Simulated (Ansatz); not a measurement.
Slab: Cu, a slab with vacuum.

```
Cu
1.0
     2.55619    0.00000    0.00000
    -1.27810    2.21373    0.00000
     0.00000    0.00000   25.43561
Cu
6
Direct
  0.66667 0.33333 0.29486
  0.33333 0.66667 0.37692
  0.00000 0.00000 0.45897
  0.66667 0.33333 0.54103
  0.33333 0.66667 0.62308
  0.00000 0.00000 0.70514
```

The cell isn't the ideal one: the (1 1 1) slab of Cu, cut from the database cell, not relaxed.

Below is the output of Ansatz 0.2.0 for this cell. Logs are shortened: lines on timing, memory, paths and dates and some standing lists are left out, and cuts for length are marked.

```text
Warning: RAYON_NUM_THREADS=4 ignored (pool sized by the plan → 4); use --threads N
Engine: ansatz 0.2.0, x86_64-unknown-linux-gnu
Pseudopotentials: kind: nc
Pseudopotential: Cu, nc, valence charge 19, recommended cutoff 1251.723767 eV (normal), Cu.nc.azcp (PseudoDojo's, or run here from an input of PseudoDojo's; its table is named by hamiltonian.pseudopotentials.accuracy)
Functional definition: PBE
  parameter kappa = 0.804
  parameter beta = 0.06672455060314922
  exchange = pbe_x(kappa = kappa, mu = beta*pi^2/3)
  correlation = pbe_c(beta = beta)
[... 75 lines left out ...]
  atom   5  Cu     0.00000000     0.00000000    -0.00045924
  atom   6  Cu     0.00000000     0.00000000     0.00043039
  max |Σ_I F_I| component: 4.63e-5 eV/Å
--- Band table (eV; the first three rows and the last of 19) ---
  k-point 0: bands = ["-106.3898", "-106.3848", "-106.3803", "-106.3744", "-106.1541", "-106.1487", "-63.8461", "-63.8221", "-63.7885", "-63.7577", "-63.7467", "-63.7467", "-63.7418", "-63.7418", "-63.7359", "-63.7359", "-63.7290", "-63.7290", "-63.5453", "-63.5453", "-63.5404", "-63.5404", "-63.5000", "-63.4931", "-3.0422", "-2.4117", "-1.4110", "-0.2256", "0.7212", "1.0646", "3.0516", "3.0772", "3.2231", "3.2354", "3.2354", "3.2718", "3.2718", "3.3162", "3.3211", "3.3211", "3.3614", "3.3614", "3.5190", "3.5190", "3.5391", "3.5391", "3.8225", "4.0698", "4.0698", "4.0898", "4.0898", "4.2040", "4.2040", "4.4035", "4.4035", "4.5825", "4.5825", "4.6522", "4.6522", "5.2940", "5.7715", "10.3847", "10.5317", "11.6367", "11.7871", "13.6232", "13.9292", "16.2743", "16.6732"]
  k-point 1: bands = ["-106.3891", "-106.3841", "-106.3797", "-106.3740", "-106.1535", "-106.1481", "-63.8442", "-63.8212", "-63.7890", "-63.7595", "-63.7516", "-63.7482", "-63.7469", "-63.7434", "-63.7406", "-63.7373", "-63.7342", "-63.7301", "-63.5507", "-63.5467", "-63.5459", "-63.5418", "-63.4994", "-63.4926", "-2.8191", "-2.1934", "-1.2013", "-0.0292", "0.8964", "1.2129", "2.9514", "2.9889", "3.1477", "3.1602", "3.2177", "3.2655", "3.3132", "3.3235", "3.3476", "3.3715", "3.3967", "3.4295", "3.4587", "3.5216", "3.5849", "3.5893", "3.6112", "3.9827", "3.9915", "4.0968", "4.1086", "4.2136", "4.2263", "4.3007", "4.4047", "4.4071", "4.5838", "4.6567", "4.7966", "5.7797", "6.3728", "10.5385", "10.7401", "11.8122", "11.9866", "13.8305", "14.1099", "16.4812", "16.8619"]
  k-point 2: bands = ["-106.3872", "-106.3820", "-106.3781", "-106.3727", "-106.1518", "-106.1464", "-63.8389", "-63.8191", "-63.7914", "-63.7692", "-63.7632", "-63.7591", "-63.7525", "-63.7511", "-63.7477", "-63.7476", "-63.7409", "-63.7332", "-63.5656", "-63.5607", "-63.5504", "-63.5456", "-63.4979", "-63.4910", "-2.1659", "-1.5589", "-0.6024", "0.5125", "1.3614", "1.6023", "2.6872", "2.8390", "2.8738", "2.9886", "3.0398", "3.1590", "3.3035", "3.3109", "3.3652", "3.4271", "3.4501", "3.5289", "3.5521", "3.5860", "3.6147", "3.7343", "3.8063", "3.8131", "3.9105", "3.9586", "4.0346", "4.1092", "4.2333", "4.2386", "4.4049", "4.5860", "4.6422", "4.6679", "5.3745", "6.6428", "7.5464", "10.9985", "11.3654", "12.3678", "12.5865", "14.4517", "14.6588", "17.0970", "17.4226"]
  k-point 18: bands = ["-106.3778", "-106.3717", "-106.3699", "-106.3681", "-106.1437", "-106.1383", "-63.8169", "-63.8148", "-63.8139", "-63.8053", "-63.8051", "-63.8028", "-63.7922", "-63.7917", "-63.7825", "-63.7732", "-63.7702", "-63.7689", "-63.6026", "-63.6018", "-63.5978", "-63.5970", "-63.4908", "-63.4839", "2.2097", "2.2144", "2.2260", "2.3024", "2.3228", "2.3317", "2.3436", "2.3873", "2.4090", "2.5770", "2.5954", "2.9844", "2.9876", "3.0370", "3.1199", "3.4348", "3.4396", "3.4923", "3.4985", "3.9508", "3.9509", "3.9734", "4.1079", "4.1114", "4.4805", "4.4814", "4.5144", "4.5789", "4.5790", "4.5949", "9.5363", "9.5373", "9.5428", "9.8895", "9.8975", "10.4293", "10.6098", "11.3564", "11.3565", "11.6417", "12.4662", "12.4747", "13.9594", "13.9633", "15.0416"]
--- Relaxed structure (3 steps of the walk, 3 accepted, 0 SCFs on fresh bases) ---
  F+E_penalty+E_count = -30956.54435362 eV   max|allowed force component| = 4.592e-4 eV/Å
  atoms:
    - { symbol: Cu, position: [0.6666666666666666, 0.3333333333333333, 0.2948622481] }
    - { symbol: Cu, position: [0.3333333333333333, 0.6666666666666666, 0.3769173488] }
    - { symbol: Cu, position: [0.0, 0.0, 0.4589724496] }
    - { symbol: Cu, position: [0.6666666666666666, 0.3333333333333333, 0.5409054488515737] }
    - { symbol: Cu, position: [0.3333333333333333, 0.6666666666666666, 0.6228020024595642] }
    - { symbol: Cu, position: [7.809130342904379e-34, 1.1599927817128973e-33, 0.7044387733144307] }
```

Task: What input gives this log?

Result: Relaxation of the atoms with PBE, no spin polarisation. The files as run (others can give the same):

input.yaml
```yaml
crystal:
  lattice:
    - [2.556191014, 0.0, 0.0]
    - [-1.278095507, 2.213726355, 0.0]
    - [0.0, 0.0, 25.4356061156]
  atoms:
    - { symbol: Cu, position: [0.6666666667, 0.3333333333, 0.2948622481] }
    - { symbol: Cu, position: [0.3333333333, 0.6666666667, 0.3769173488] }
    - { symbol: Cu, position: [0.0, 0.0, 0.4589724496] }
    - { symbol: Cu, position: [0.6666666667, 0.3333333333, 0.5410275504] }
    - { symbol: Cu, position: [0.3333333333, 0.6666666667, 0.6230826512] }
    - { symbol: Cu, position: [0.0, 0.0, 0.7051377519] }
hamiltonian:
  xc: pbe
  pseudopotentials: { kind: nc, accuracy: standard }
kpoints:
  mp_grid: { grid: [12, 12, 1] }
scf:
  occupations: { method: fermi_dirac, width: 0.05 }
output:
  forces: true
  eigenvalues: true
  write_density: true
  write_potential: true
  elf: true
  volumetric_format: npy
relax:
  f_tol: 0.02
  max_steps: 40
  constraints: [{ sites: [0, 1, 2] }]
efield:
  axis: 3
  dipole_correction: true
  ramp_width: 0.04
```

Potentials or basis: PseudoDojo standard (PBE files).
Command:
```sh
$ ansatz run input.yaml --threads 4 --pin off --max-ram 11264MiB --backend cpu --events-out ev --progress --plain --runs-dir out
```
